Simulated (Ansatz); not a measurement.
Below is the output of a Python script on Ansatz 0.2.0 through its Python package that makes a geometry optimisation of BeH. Write a script that gives it. Settings: CAM-B3LYP, cc-pVDZ basis, multiplicity 2.

`beh.xyz`
```text
2

Be    0.00000    0.00000    0.00000
H     0.00000    0.00000    1.28000
```

```console
$ python opt_beh.py
step   1  E = -414.530819 eV  largest force component 1.2057 eV/A
step   2  E = -414.568501 eV  largest force component 0.3725 eV/A
step   3  E = -414.573138 eV  largest force component 0.0215 eV/A
step   4  E = -414.573155 eV  largest force component 0.0002 eV/A
reference energy      -414.573237 eV
total energy          -414.573237 eV
occupied orbitals outside the frozen core (up, down): [3, 2]  frozen: 0  virtual: [16, 17]
pair        before    after (A)
Be0-H1       1.2800   1.3541
```

The script that was run (others could print the same):

`opt_beh.py`:
```python
'''Minimum-energy structure of BeH.'''

import itertools

import ansatz as az
from ase.data import atomic_numbers, covalent_radii
import numpy as np

beh = az.Crystal.molecule_from_extxyz('beh.xyz')

base = beh.calculation().basis(gaussian='cc-pVDZ').functional('cam_b3lyp').spin('collinear', total=1)
symbols = [site.symbol for site in beh.cartesian_sites]
start = np.array([site.position_ang for site in beh.cartesian_sites], dtype=float)
def progress(event):
    if event['event'] == 'relax_step':
        row = event['data']
        print(f'step {row["step"]:3d}  E = {row["lagrangian_ev"]:.6f} eV  largest force component {row["allowed_force_max_ev_ang"]:.4f} eV/A')


report = base.relax(force_tolerance=0.02, max_steps=100).session().plan().execute(on_event=progress).report
end = np.array(report['positions_ang'])

print('reference energy %16.6f eV' % report['reference_energy_ev'])
print('total energy     %16.6f eV' % report['free_energy_ev'])
print('occupied orbitals outside the frozen core (up, down):', report['n_occupied'], ' frozen:', report['n_frozen'], ' virtual:', report['n_virtual'])

# pairs closer than 1.2 times the sum of covalent radii, before or after
radius = [covalent_radii[atomic_numbers[s]] for s in symbols]
span = lambda where, i, j: np.linalg.norm(where[i] - where[j])
bonded = [(i, j) for i, j in itertools.combinations(range(len(symbols)), 2) if min(span(start, i, j), span(end, i, j)) < 1.2 * (radius[i] + radius[j])]
print('pair        before    after (A)')
for i, j in bonded:
    print(f'{symbols[i]}{i}-{symbols[j]}{j}'.ljust(10), f'{span(start, i, j):8.4f} {span(end, i, j):8.4f}')
```

What to keep in mind:
- The settings weren't tested for convergence.
- The end point is the stationary point reached from this start; no frequency run checks that it is a minimum, and the basis set is modest.
- The species is open-shell (spin multiplicity 2).
- The whole script took 1.6 s on 1 thread of Arm Neoverse V2 (shared host), peak memory 0.16 GiB.

(Lines on the test bed's own set-up are left out of the output.)
